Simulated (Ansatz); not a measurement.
# C2H7N3Si: up Jacob's ladder to CCSD(T)

The task here is to estimate one member of a computed series from the others.

The runs use Ansatz 0.2.0, Gaussian basis; functionals in def2-TZVPP, the program's frozen cores in correlated methods.

The runs, in order: PBE-D4, r2SCAN-D4, PBE0-D4, B3LYP-D4, ωB97X-V, ωB97M-V, B2PLYP; CCSD(T)/def2-TZVPP; MP2/def2-QZVPP; extrapolation to the limit.

### The geometry

The geometry comes from an earlier relaxation with PBE0-D4 in a triple-zeta def2 set; it is a stationary point, not always the lowest conformer.

SMILES `C[SiH](N)NC#N`, 13 atoms, charge 0, spin multiplicity 1.

Atoms are counted from 1 here; the program's logs count them from 0.

Bond lengths: C1–Si2 1.852 Å, C1–H7 1.092 Å, C1–H8 1.093 Å, C1–H9 1.093 Å, Si2–N3 1.704 Å, Si2–N4 1.763 Å, Si2–H10 1.486 Å, N3–H11 1.005 Å, N3–H12 1.006 Å, N4–C5 1.327 Å, N4–H13 1.010 Å, C5–N6 1.156 Å. Angles: Si2–C1–H7 110.0°, Si2–C1–H8 111.2°, Si2–C1–H9 111.2°, H7–C1–H8 108.4°, H7–C1–H9 108.3°, H8–C1–H9 107.7°, C1–Si2–N3 118.1°, C1–Si2–N4 105.4°, C1–Si2–H10 111.7°, N3–Si2–N4 105.8°, N3–Si2–H10 104.8°, N4–Si2–H10 110.9°, Si2–N3–H11 120.9°, Si2–N3–H12 123.5°, H11–N3–H12 112.4°, Si2–N4–C5 125.2°, Si2–N4–H13 119.3°, C5–N4–H13 115.0° and more.

Set-up of the first run:

Input file in.yaml:

```yaml
crystal:
  periodic: [false, false, false]
  atoms:
    - {symbol: C, position_ang: [-0.705487, -0.331284, 1.378793]}
    - {symbol: Si, position_ang: [0.619492, -0.152300, 0.097310]}
    - {symbol: N, position_ang: [1.034891, -1.522692, -0.826167]}
    - {symbol: N, position_ang: [-0.000243, 1.031880, -1.052604]}
    - {symbol: C, position_ang: [-0.901709, 1.966123, -0.777239]}
    - {symbol: N, position_ang: [-1.699361, 2.758443, -0.506475]}
    - {symbol: H, position_ang: [-0.374700, -1.013718, 2.165179]}
    - {symbol: H, position_ang: [-1.626040, -0.727779, 0.942892]}
    - {symbol: H, position_ang: [-0.943429, 0.631689, 1.837475]}
    - {symbol: H, position_ang: [1.900998, 0.307197, 0.692064]}
    - {symbol: H, position_ang: [1.924100, -1.976019, -0.706680]}
    - {symbol: H, position_ang: [0.357222, -2.119993, -1.269299]}
    - {symbol: H, position_ang: [0.434667, 1.113652, -1.960548]}
basis:
  gaussian: {orbitals: def2-TZVPP}
hamiltonian: {xc: pbe, dispersion: d4}
output: {forces: true, orbitals: {seedname: orbitals}}
```

Launch:

```sh
$ ansatz run in.yaml --threads 4 --pin off --events-out ev --progress --plain --max-ram 10444MiB
```

Among the steps run: PBE-D4 (GGA); r2SCAN-D4 (meta-GGA); PBE0-D4 (hybrid); B3LYP-D4 (hybrid); ωB97X-V (range-separated); ωB97M-V (range-separated); B2PLYP (double hybrid); CCSD(T) in def2-TZVPP; MP2 in def2-QZVPP.

One table of the session follows, with a row left open; its other results are not shown here.

```
            method  atomisation energy (eV)
            PBE-D4                   54.132
         r2SCAN-D4                   52.517
           PBE0-D4                   52.808
          B3LYP-D4                   52.994
           ωB97X-V                   52.988
           ωB97M-V                   53.007
            B2PLYP                   52.315
     HF/def2-TZVPP                        ?
    MP2/def2-TZVPP                   51.989
   CCSD/def2-TZVPP                   50.022
CCSD(T)/def2-TZVPP                   50.956
           MP2/CBS                   53.653
       CCSD(T)/CBS                   52.620
```

Estimate the missing values for HF/def2-TZVPP.

As computed: atomisation energy (eV): 36.182. In the column «atomisation energy (eV)» it is the lowest.
